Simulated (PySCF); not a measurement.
**ReO3Br: other functionals and bases at one geometry**

The task here is to estimate one member of a computed series from the others.

Method: several levels, as the steps say, no spin–orbit coupling; program: PySCF 2.14.0.

3 further runs of the same task are left out: 2 for a known fault of the program, 1 that didn't finish.

## Starting geometry

5 atoms, charge 0, spin multiplicity 1.

Bond lengths: Re1–O2 1.704 Å, Re1–O3 1.704 Å, Re1–O4 1.704 Å, Re1–Br5 2.411 Å. Angles: O2–Re1–O3 109.3°, O2–Re1–O4 109.3°, O2–Re1–Br5 109.7°, O3–Re1–O4 109.3°, O3–Re1–Br5 109.7°, O4–Re1–Br5 109.7°.

As a file:

```xyz
5
BrO3Re
Re    0.2765   -0.2765    0.2765
O     1.2628    0.7022    1.2628
O    -0.7022   -1.2628    1.2628
O     1.2628   -1.2628   -0.7022
Br   -1.1152    1.1152   -1.1152
```

Formal oxidation states: Re +7. An earlier session relaxed this geometry at B3LYP, Re def2-SVP with ECP60, O def2-SVP, Br def2-SVP (singlet, point group C3v).

At B3LYP on the finer grid: E = -2877.815211 Eh, HOMO -9.46 eV, LUMO -3.69 eV, Mulliken charge on Re1 +1.12 e, largest force component 0.009 eV/Å. 

Levels to run: M06-L; TPSSh; PBE0; BLYP; B3LYP, TZVP; B3LYP, x2c-SVP. Hardware: 2 threads of Arm Neoverse V2, shared host.

The first run:

run.py (the lines that set the calculation)

```python
mol = gto.M(atom='''
Re     0.27653    -0.27653     0.27653
O      1.26284     0.70216     1.26284
O     -0.70216    -1.26284     1.26284
O      1.26284    -1.26284    -0.70216
Br    -1.11523     1.11523    -1.11523''',
    basis={'Re': 'def2-SVP', 'O': 'def2-SVP', 'Br': 'def2-SVP'},
    ecp={'Re': 'def2-SVP'},
    charge=0, spin=0)
mf = dft.RKS(mol, xc='M06L')
mf.grids.atom_grid = (75, 302)
mf = mf.density_fit()  # fitting sets: Re def2-universal-JKFIT, O def2-universal-JKFIT, Br def2-universal-JKFIT
mf.conv_tol = 1e-08; mf.max_cycle = 55
mf.kernel(dm0)  # dm0: the density of the relaxed state
```

On the command line:

```bash
$ OMP_NUM_THREADS=2 python run.py
```

Steps of the session up to this table: M06-L; TPSSh; PBE0; BLYP; B3LYP, TZVP; B3LYP, x2c-SVP.

One table of the session follows, with a row left open; its other results are not shown here.

```
               level  HOMO (eV)  gap (eV)  charge on Re1 (e)  dipole (D)  largest force component (eV/Å)
B3LYP (relaxed here)      -9.46      5.77               1.12        2.00                            0.01
               M06-L          ?         ?                  ?           ?                               ?
               TPSSh      -9.08      5.17               1.17        1.85                            0.25
                PBE0      -9.80      6.23               1.17        1.96                            0.47
                BLYP      -8.16      4.20               0.97        1.93                            0.82
         B3LYP, TZVP      -9.52      5.77               1.46        2.11                            0.08
      B3LYP, x2c-SVP      -9.50      5.50               0.96        2.18                            0.51
```

Estimate the missing values for M06-L.

**Answer.** HOMO (eV): -8.73; gap (eV): 4.52; charge on Re1 (e): 1.34; dipole (D): 1.90; largest force component (eV/Å): 0.17. In the column «HOMO (eV)» it lies between TPSSh (-9.08) and BLYP (-8.16).

In one basis the HOMO–LUMO gap runs from 4.20 eV (BLYP) to 6.23 eV (PBE0). The largest leftover force, 0.82 eV/Å with BLYP, stands at a geometry relaxed at another level. Total energies of different levels can't be compared.
